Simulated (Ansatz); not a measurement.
# TaSi6: the cost of one run

Program: Ansatz 0.2.0. Level of theory: DFT PBE, scalar-relativistic, plane waves, PAW. These are calculated values, not measurements.

2 further runs of the same task are left out: 1 that didn't finish, 1 set aside as unsound or not needed.

## 1. The structure to begin with

It takes space group R-3m (No. 166, trigonal). The conventional cell has a = 4.771 Å, b = 4.771 Å, c = 20.449 Å, α = 90.00°, β = 90.00°, γ = 120.00°. Ta (site symmetry -3m) is surrounded by 8 Si at 2.92 Å. Around Si (site symmetry 3m) lie 5 Si at 2.92 Å and 3 Ta at 2.92 Å. Si (site symmetry 3m) is surrounded by 8 Si at 2.92 Å. Si (site symmetry 3m) is surrounded by 1 Ta at 2.92 Å and 7 Si at 2.92 Å.

Coordinates:

```
CELL_PARAMETERS angstrom
2.38527 1.37713 6.81646
-2.38527 1.37713 6.81646
0.00000 -2.75427 6.81646
ATOMIC_POSITIONS crystal
Ta 0.00000 0.00000 0.00000
Si 0.28571 0.28571 0.28571
Si 0.57143 0.57143 0.57143
Si 0.85714 0.85714 0.85714
Si 0.14286 0.14286 0.14286
Si 0.42857 0.42857 0.42857
Si 0.71429 0.71429 0.71429
```

A structure generator made this guess: ordered superstructure of bcc (R-3m, No. 166). Lengths come from tabulated atomic sizes and are only a guess.

## 2. Probe: one point on a coarse mesh

File input.yaml:

```yaml
crystal:
  lattice:
    - [2.38526501, 1.3771334, 6.81646255]
    - [-2.38526501, 1.3771334, 6.81646255]
    - [0.0, -2.7542668, 6.81646255]
  atoms:
    - { symbol: Ta, position: [0.0, 0.0, 0.0] }
    - { symbol: Si, position: [0.28571429, 0.28571429, 0.28571429] }
    - { symbol: Si, position: [0.57142857, 0.57142857, 0.57142857] }
    - { symbol: Si, position: [0.85714286, 0.85714286, 0.85714286] }
    - { symbol: Si, position: [0.14285714, 0.14285714, 0.14285714] }
    - { symbol: Si, position: [0.42857143, 0.42857143, 0.42857143] }
    - { symbol: Si, position: [0.71428571, 0.71428571, 0.71428571] }
basis:
  ecutwfc: 420
kpoints:
  mp_grid: { grid: [6, 6, 6] }
hamiltonian:
  xc: pbe
scf:
  occupations: { method: gaussian, width: 0.1 }
  lower_state_search: "off"
output:
  forces: true
  stress: true
  eigenvalues: true
```

Command:

```
$ ansatz run input.yaml --threads 1 --pin off --max-ram 2560MiB --backend cpu --events-out ev --progress --plain --runs-dir out
```

**Question.** How long does this run take on 1 thread of Arm Neoverse N1, shared host, and how much memory does it need?

About 12 s, with a peak of 0.4 GiB.
